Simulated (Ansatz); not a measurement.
# C₂F₂N₂Sn: basis-set convergence

An exercise on one series of results from a longer session: the logs are not shown, and one member is left open.

Computed with Ansatz 0.2.0, Gaussian basis. Level: one geometry, several basis sets.

Levels to be run: PBE0-D4/def2-SVP; ωB97M-V/def2-SVP; PBE0-D4/def2-QZVPP; ωB97M-V/def2-QZVPP; the functionals' def2-TZVPP values are taken from earlier runs.

## The geometry

The geometry comes from an earlier relaxation with PBE0-D4 in a triple-zeta def2 set; it is a stationary point, not always the lowest conformer. Sn takes the def2 core potential; no spin-orbit term is included.

SMILES `N#[C][Sn]([F])([F])[C]#N`, 7 atoms, charge 0, spin multiplicity 1.

Atoms are counted from 1 here; the program's logs count them from 0.

Bond lengths: N1–C2 1.151 Å, C2–Sn3 2.070 Å, Sn3–F4 1.882 Å, Sn3–F5 1.882 Å, Sn3–C6 2.070 Å, C6–N7 1.151 Å. Angles: N1–C2–Sn3 179.1°, C2–Sn3–F4 108.9°, C2–Sn3–F5 108.9°, C2–Sn3–C6 114.6°, F4–Sn3–F5 106.4°, F4–Sn3–C6 108.9°, F5–Sn3–C6 108.9°, Sn3–C6–N7 179.2°.

The first run:

Contents of in.yaml:

```yaml
crystal:
  periodic: [false, false, false]
  atoms:
    - {symbol: N, position_ang: [-1.459263, 0.451191, 2.543059]}
    - {symbol: C, position_ang: [-0.880809, 0.446568, 1.548250]}
    - {symbol: Sn, position_ang: [0.160940, 0.404544, -0.239739]}
    - {symbol: F, position_ang: [-0.794831, 1.391801, -1.525424]}
    - {symbol: F, position_ang: [1.806279, 1.287575, -0.006762]}
    - {symbol: C, position_ang: [0.518776, -1.493783, -0.982854]}
    - {symbol: N, position_ang: [0.710109, -2.555896, -1.382331]}
basis:
  gaussian: {orbitals: def2-SVP}
hamiltonian: {xc: pbe0, dispersion: d4}
output: {orbitals: {seedname: orbitals}}
```

Among the steps run: PBE0-D4 in def2-SVP; ωB97M-V in def2-SVP; PBE0-D4 in def2-QZVPP; ωB97M-V in def2-QZVPP.

One of the session's tables, all rows but one given; the rest of the session is left out.

It belongs to the step «Functionals by basis». 

| functional | basis | HOMO (eV) | LUMO (eV) |
| --- | --- | --- | --- |
| PBE0-D4 | def2-SVP | -11.14 | -2.51 |
| PBE0-D4 | def2-TZVPP | ? | ? |
| PBE0-D4 | def2-QZVPP | -11.22 | -2.74 |
| ωB97M-V | def2-SVP | -13.49 | -0.40 |
| ωB97M-V | def2-TZVPP | -13.58 | -0.66 |
| ωB97M-V | def2-QZVPP | -13.58 | -0.69 |

Estimate the missing values for PBE0-D4, def2-TZVPP.

**Answer.** HOMO (eV): -11.21; LUMO (eV): -2.72. In the column «HOMO (eV)» it lies between PBE0-D4, def2-QZVPP (-11.22) and PBE0-D4, def2-SVP (-11.14).
